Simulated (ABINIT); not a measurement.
The system is BiTe.

```
CELL_PARAMETERS angstrom
0.00000 3.23500 3.23500
3.23500 0.00000 3.23500
3.23500 3.23500 0.00000
ATOMIC_POSITIONS crystal
Bi 0.00000 0.00000 0.00000
Te 0.50000 0.50000 0.50000
```

| Item | Value |
| --- | --- |
| Program | ABINIT 10.8.3 (patched build) |
| Task | relaxation of cell and atoms |
| Functional | LDA |
| Potentials or basis | PseudoDojo NC SR LDA v0.4.1 standard |
| Cutoff | 1088 eV |
| k mesh | 5 × 5 × 5 |
| Occupations | fermi-dirac, width 0.05 eV |
| Spin | no spin polarisation |

At the start: pressure -2.9 GPa; volume 33.86 Å³/atom.

Q: Where does the relaxation end?

A: Over 5 steps the energy falls by 17.5 meV/atom and the volume is 32.01 Å³/atom (-5.4 %); space group Fm-3m (No. 225, to 0.05 Å).

Step by step:
| step | energy change (eV) | largest force (eV/Å) | pressure (GPa) | volume (Å³) |
| --- | --- | --- | --- | --- |
| 1 | 0.0000 | 0.0000 | -2.89 | 67.71 |
| 2 | -0.0100 | 0.0000 | -2.48 | 67.11 |
| 3 | -0.0348 | 0.0000 | 0.26 | 63.75 |
| 4 | -0.0350 | 0.0000 | -0.02 | 64.05 |
| 5 | -0.0350 | 0.0000 | 0.00 | 64.03 |

Final structure:
```
Bi Te
1.0
     0.00000    3.17526    3.17526
     3.17526    0.00000    3.17526
     3.17526    3.17526    0.00000
Bi Te
1 1
Direct
  0.00000 0.00000 0.00000
  0.50000 0.50000 0.50000
```
